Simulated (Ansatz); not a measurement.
**AlFILi: single points off equilibrium**

The task here is to estimate one member of a computed series from the others.

Program: Ansatz 0.2.0, Gaussian basis. Level of theory: single points in def2-TZVPP. These are calculated values, not measurements.

Cores are frozen in the correlated methods. Filled d shells of the heavier atoms are correlated. Core potentials replace the inner electrons past krypton, and spin-orbit coupling is left out. The outer core shell of Li, Na, Mg and K is correlated.

## The starting structure

4 atoms, charge 0, spin multiplicity 1.

Atoms are counted from 1 here; the program's logs count them from 0.

Bond lengths: Al2–F3 1.659 Å, Al2–I4 2.668 Å. Angles: F3–Al2–I4 115.2°.

As a file:

```mol
AlFILi
  3D, bonds by distance, orders not assigned

  4  2  0  0  0  0  0  0  0  0999 V2000
    1.0336   -1.6957    1.6090 Li  0  0
   -0.2871    0.0113    0.0379 Al  0  0
   -1.9072    0.0160   -0.3171 F   0  0
    1.1682    1.8192   -1.2784 I   0  0
  2  3  8  0
  2  4  8  0
M  END
```

Set-up of the first run:

Input file run/in.yaml:

```yaml
crystal:
  periodic: [false, false, false]
  atoms:
    - {symbol: Li, position_ang: [1.033600, -1.695700, 1.609000]}
    - {symbol: Al, position_ang: [-0.287100, 0.011300, 0.037900]}
    - {symbol: F, position_ang: [-1.907200, 0.016000, -0.317100]}
    - {symbol: I, position_ang: [1.168200, 1.819200, -1.278400]}
basis:
  gaussian: {orbitals: def2-TZVPP}
correlation: {method: ccsd_t}
output: {forces: true}
```

No record of the launch command was kept for these runs.

Among the steps run: CCSD(T)/def2-TZVPP; PBE0-D4/def2-TZVPP; wB97M-V/def2-TZVPP; r2SCAN-D4/def2-TZVPP; PBE-D4/def2-TZVPP; SPW92/def2-TZVPP; BLYP-D4/def2-TZVPP.

One table of the session follows, with a row left open; its other results are not shown here.

```
   method  RMS force component (eV/Å)  angle to CCSD(T) forces (°)  dipole (D)
  CCSD(T)                       0.321                    reference        9.79
  PBE0-D4                       0.293                          3.0        9.61
  wB97M-V                           ?                            ?           ?
r2SCAN-D4                       0.290                          3.0        9.62
   PBE-D4                       0.398                         25.3        9.26
    SPW92                       0.316                          9.0        9.52
  BLYP-D4                       0.406                         35.1        9.26
```

Q: Estimate the row for wB97M-V from the others.

**Answer.** RMS force component (eV/Å): 0.333; angle to CCSD(T) forces (°): 7.2; dipole (D): 9.87. In the column «RMS force component (eV/Å)» it lies between CCSD(T) (0.321) and PBE-D4 (0.398).
